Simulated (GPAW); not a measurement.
**GeH4O (SMILES [OH][GeH3]) at TD-BLYP/dzp (scalar-relativistic datasets, kernel LDA, restrict set)**

Aim: the excited states of GeH4O. 

The calculation is run with GPAW 26.7.0.

2 further runs of the same task are left out: 1 that didn't finish, 1 set aside as unsound or not needed.

## 1. The structure to begin with

GeH4O: 6 atoms, total charge 0, spin state singlet. As SMILES, `[OH][GeH3]`. Geometry: a GFN2-xTB relaxation, a rough one for these elements and not checked as a minimum.

Bond lengths: O1–Ge2 1.735 Å, O1–H3 0.955 Å, Ge2–H4 1.486 Å, Ge2–H5 1.502 Å, Ge2–H6 1.502 Å. Angles: O1–Ge2–H4 102.2°, O1–Ge2–H5 109.4°, O1–Ge2–H6 109.6°, Ge2–O1–H3 118.3°, H4–Ge2–H5 112.6°, H4–Ge2–H6 112.5°, H5–Ge2–H6 110.2°.

## 2. The excited states at TD-BLYP/dzp (scalar-relativistic datasets, kernel LDA, restrict set)

molecule.sdf reads:

```

     RDKit          3D

  6  5  0  0  0  0  0  0  0  0999 V2000
    0.4327   -1.1614    0.4151 O   0  0  0  0  0  0  0  0  0  0  0  0
   -0.2748    0.2950   -0.2073 Ge  0  0  0  0  0  4  0  0  0  0  0  0
    1.2448   -1.0931    0.9122 H   0  0  0  0  0  0  0  0  0  0  0  0
   -1.4887   -0.2152   -0.8965 H   0  0  0  0  0  0  0  0  0  0  0  0
    0.6898    0.9535   -1.1516 H   0  0  0  0  0  0  0  0  0  0  0  0
   -0.6038    1.2212    0.9281 H   0  0  0  0  0  0  0  0  0  0  0  0
  2  1  1  0
  3  1  1  0
  4  2  1  0
  5  2  1  0
  6  2  1  0
M  END
$$$$
```

calc.py reads:

```python
from ase.io import read
from ase.units import Hartree
from gpaw import GPAW, setup_paths
from gpaw.atom.configurations import parameters
from gpaw.atom.generator import Generator
from gpaw.lrtddft import LrTDDFT

atoms = read('molecule.sdf')
atoms.center(vacuum=4.5)

for symbol in ['Ge', 'H', 'O']:
    Generator(symbol, xcname='BLYP', scalarrel=True, nofiles=True, txt=None).run(**parameters[symbol])
setup_paths.insert(0, '.')

calc = GPAW(mode='lcao',
            nbands='nao',
            maxiter=100,
            basis='dzp',
            legacy_gpaw=True,
            symmetry='off',
            h=0.2,
            xc='BLYP',
            txt='-')
atoms.calc = calc
atoms.get_potential_energy()

lr = LrTDDFT(calc, xc='LDA', restrict={'jend': 14, 'istart': 3}, txt='lr.txt')
lr.diagonalize()
energies = [x.get_energy() * Hartree for x in lr][:6]
strengths = [x.get_oscillator_strength()[0] for x in lr][:6]
for n, (e, f) in enumerate(zip(energies, strengths), 1):
    print(f'{n:3d} {e:8.3f} eV  f = {f:.4f}')
lr.analyse(range(4))
```

Started as:

```sh
python3 -u calc.py | tee calc.out
```

The program printed:

```text
[...]
    cutoffs:
[...]
  Total Charge: 0.000000
[...]
Number of atoms: 6
[...]
Number of bands in calculation: 46
Number of valence electrons: 14
[...]
iter:   1 hh:mm:ss   -23.860977        c
[...]
Converged after 9 iterations.
Dipole moment: (0.126488, 0.232713, 0.050552) |e|*Ang
[...]
Fermi level: -3.15284
[...]
iter:   3 hh:mm:ss   -21.924737c       c      c
Converged after 3 iterations.
Dipole moment: (0.126488, 0.232713, 0.050552) |e|*Ang
Energy contributions relative to reference atoms: (reference = -59201.943318)
Kinetic:        +47.539220
Potential:      -45.332188
External:        +0.000000
XC:             -24.506359
Entropy (-ST):   +0.000000
Local:           +0.374589
SIC:             +0.000000
--------------------------
Free energy:    -21.924737
Extrapolated:   -21.924737
 Band  Eigenvalues  Occupancy
    0    -24.09802    2.00000
    1    -14.32623    2.00000
    2    -11.08039    2.00000
    3     -8.69206    2.00000
    4     -8.64561    2.00000
    5     -7.27867    2.00000
    6     -6.33468    2.00000
    7      0.02901    0.00000
    8      1.19559    0.00000
    9      2.24402    0.00000
   10      2.35551    0.00000
   11      2.63578    0.00000
   12      5.36353    0.00000
   13      5.37464    0.00000
[...]
Fermi level: -3.15284
Gap: 6.364 eV
Transition (v -> c):
[...]
  6->8 u 0.952
  rest=0.0325
3: E=8.690 eV, f=0.0039537, (0.0015447,0.00059172,0.0097246)
  5->10 u 0.0106
  6->9 u 0.959
  rest=0.0307
```

lr.txt:

```text
Kohn-Sham single transitions

KSS 32 transitions (restrict={'jend': 14, 'istart': 3})
KSS TRK sum 4.11328 (4.29822,3.6818,4.35982)
KSS polarisabilities(l=0-3) 4.11328, 31.4101, 261.265, 2367.26

Linear response TDDFT calculation

[... 146 lines left out ...]
Memory usage: 461.67 MiB
```

Wall time 39 s (1 thread of Intel Xeon 6975P-C (Granite Rapids), shared host); peak memory 0.45 GiB.

The roots found:

| excited state | energy (eV) | strength |
| --- | --- | --- |
| 1 | 6.592 | 0.0036 |
| 2 | 7.707 | 0.0179 |
| 3 | 7.793 | 0.0320 |
| 4 | 8.690 | 0.0040 |
| 5 | 8.697 | 0.0149 |
| 6 | 8.958 | 0.0192 |

## 3. What came out

At TD-BLYP/dzp (scalar-relativistic datasets, kernel LDA, restrict set):

```
                                               quantity        value
 energy as printed (from the program's reference atoms)  -21.9247 eV
dipole moment (of the density that the program reports)       1.30 D
                  HOMO energy (BLYP Kohn–Sham orbitals)     -6.33 eV
                  LUMO energy (BLYP Kohn–Sham orbitals)      0.03 eV
                HOMO–LUMO gap (BLYP Kohn–Sham orbitals)      6.36 eV
                       lowest singlet excitation energy      6.59 eV
```

In words: The brightest of the 6 transitions from the ground state lies at 7.79 eV (159 nm, f = 0.032); the lowest, at 6.59 eV, has f = 0.004. The basis has no diffuse functions, so Rydberg states are missing or pushed up, and the true lowest state may lie lower. Roots above 6.3 eV lie over the negative of the HOMO energy, where those of Rydberg kind are poorly described; valence roots are less touched.
